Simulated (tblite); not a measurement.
**CH6GeSi (SMILES [CH3][Ge][SiH3]): GFN1-xTB**

Wanted: a structure relaxation of CH6GeSi. Input form: a Python script.

The results are computed with tblite 0.8.0.

18 further runs of the same task are left out: 18 set aside as unsound or not needed.

## (1) The structure to begin with

CH6GeSi: 9 atoms, total charge 0, spin state triplet. As SMILES, `[CH3][Ge][SiH3]`. The shape comes from GFN2-xTB, which is rough for such elements, and wasn't checked as a minimum. The run starts from this shape.

Bond lengths: C1–Ge2 2.032 Å, Ge2–Si3 2.360 Å, C1–H4 1.089 Å, C1–H5 1.088 Å, C1–H6 1.089 Å, Si3–H7 1.461 Å, Si3–H8 1.475 Å, Si3–H9 1.475 Å. Some angles: C1–Ge2–Si3 106.3°, Ge2–C1–H4 110.2°, Ge2–C1–H5 112.5°, Ge2–C1–H6 110.2°, Ge2–Si3–H7 104.2°, Ge2–Si3–H8 114.0°, Ge2–Si3–H9 114.0°, H4–C1–H5 107.8°, H4–C1–H6 108.2°, H5–C1–H6 107.8°.

## (2) A geometry optimisation at GFN1-xTB

The input, start.xyz:

```xyz
9
start geometry
C     -0.840690     1.130930    -1.101930
Ge     1.016250     0.352610    -0.827680
Si     0.862520    -1.085900     1.037050
H     -1.559740     0.333250    -1.284210
H     -0.883720     1.817100    -1.945050
H     -1.155220     1.675470    -0.212480
H      2.214950    -1.617750     1.191460
H     -0.096480    -2.193260     0.862290
H      0.442140    -0.412450     2.280550
```

The input, job.py:

```python
# GFN1-xTB geometry optimisation
import json
import numpy as np
from tblite.interface import Calculator
from tblite.interface import symbols_to_numbers
from scipy.optimize import minimize

symbols = list(map(str, np.loadtxt("start.xyz", skiprows=2, usecols=0, dtype=str, ndmin=1)))
numbers = np.array(symbols_to_numbers(symbols))
positions = np.loadtxt("start.xyz", skiprows=2, usecols=(1, 2, 3), ndmin=2) / 0.52917721

xtb = Calculator("GFN1-xTB", numbers, positions, charge=0, uhf=2)
xtb.set("verbosity", 0)
xtb.set("accuracy", 0.01)
xtb.add("spin-polarization", 1.0)
last, frames, energies, grads = [None], [], [], []

def fun(x):
    xtb.update(x.reshape(-1, 3))
    last[0] = xtb.singlepoint(last[0])
    return float(last[0].get('energy')), last[0].get('gradient').ravel()

def show(x):
    e, g = fun(x)
    frames.append(x.reshape(-1, 3).tolist())
    energies.append(e)
    grads.append(g.reshape(-1, 3).tolist())
    print(f"{len(energies) - 1:4d} {e:16.9f} {np.abs(g).max():12.3e} {np.linalg.norm(g):12.3e}")

print("step      energy/Eh       max grad     grad norm")
show(positions.ravel())
opt = minimize(fun, positions.ravel(), jac=True, method="BFGS", callback=show, options={"gtol": 3e-05, "maxiter": 500})
print("converged:", opt.success, "-", opt.message)
fun(opt.x)
wfn = last[0]
final = opt.x.reshape(-1, 3)
print("final geometry (angstrom)")
for s, p in zip(symbols, final * 0.529177210903):
    print(f"{s:<2} {p[0]:12.6f} {p[1]:12.6f} {p[2]:12.6f}")
print(f"Total energy: {wfn.get('energy') * 627.5095:.8f} kcal/mol")
eps = np.atleast_2d(wfn.get("orbital-energies")) * 27.211386
occ = np.atleast_2d(wfn.get("orbital-occupations"))
filled = occ.sum(axis=0) if eps.shape[0] == 1 else occ[0]
homo = np.nonzero(filled > 0.5)[0].max()
print("  MO   occupation   energy/eV")
for i in range(max(0, homo - 4), min(eps.shape[1], homo + 5)):
    print(f"{i + 1:4d} {filled[i]:10.4f} {eps[0, i]:12.4f}")
mu = wfn.get("dipole") * 2.541746
print(f"Dipole moment: {np.linalg.norm(mu):.4f} D, components " + " ".join(f"{c:.4f}" for c in mu))
q = wfn.get("charges")
print("Charges:", " ".join(f"{s}{i + 1}={c:+.4f}" for i, (s, c) in enumerate(zip(symbols, q))))
out = {k: np.asarray(wfn.get(k)).tolist() for k in ("energy", "gradient", "charges", "dipole", "orbital-energies", "orbital-occupations")}
out.update(symbols=symbols, positions=(positions * 0.529177210903).tolist(), final=final.tolist(), frames=frames, step_energies=energies, grads=grads, success=bool(opt.success))
json.dump(out, open("results.json", "w"))
```

On the command line:

```console
python job.py
```

What values should one expect? Wanted: total energy at the end; dipole moment; HOMO energy; LUMO energy.

Answer, from the run:

At GFN1-xTB:

| quantity | value |
| --- | --- |
| total energy at the end | -8.79202 Eh |
| dipole moment | 1.56 D |
| HOMO energy (as the program lists it) | -9.54 eV |
| LUMO energy (as the program lists it) | -6.49 eV |

**Reading.** At the final geometry: Bond lengths: C1–Ge2 2.006 Å, Ge2–Si3 2.311 Å, C1–H4 1.092 Å, C1–H5 1.090 Å, C1–H6 1.092 Å, Si3–H7 1.460 Å, Si3–H8 1.465 Å, Si3–H9 1.465 Å. Some angles: C1–Ge2–Si3 118.4°, Ge2–C1–H4 110.4°, Ge2–C1–H5 111.8°, Ge2–C1–H6 110.4°, Ge2–Si3–H7 108.1°, Ge2–Si3–H8 115.4°, Ge2–Si3–H9 115.4°, H4–C1–H5 108.0°, H4–C1–H6 108.2°, H5–C1–H6 108.0°. The optimisation took 44 steps and changed the energy by -0.064 eV. Mulliken charges run from -0.14 on C1 to +0.21 on Si3.
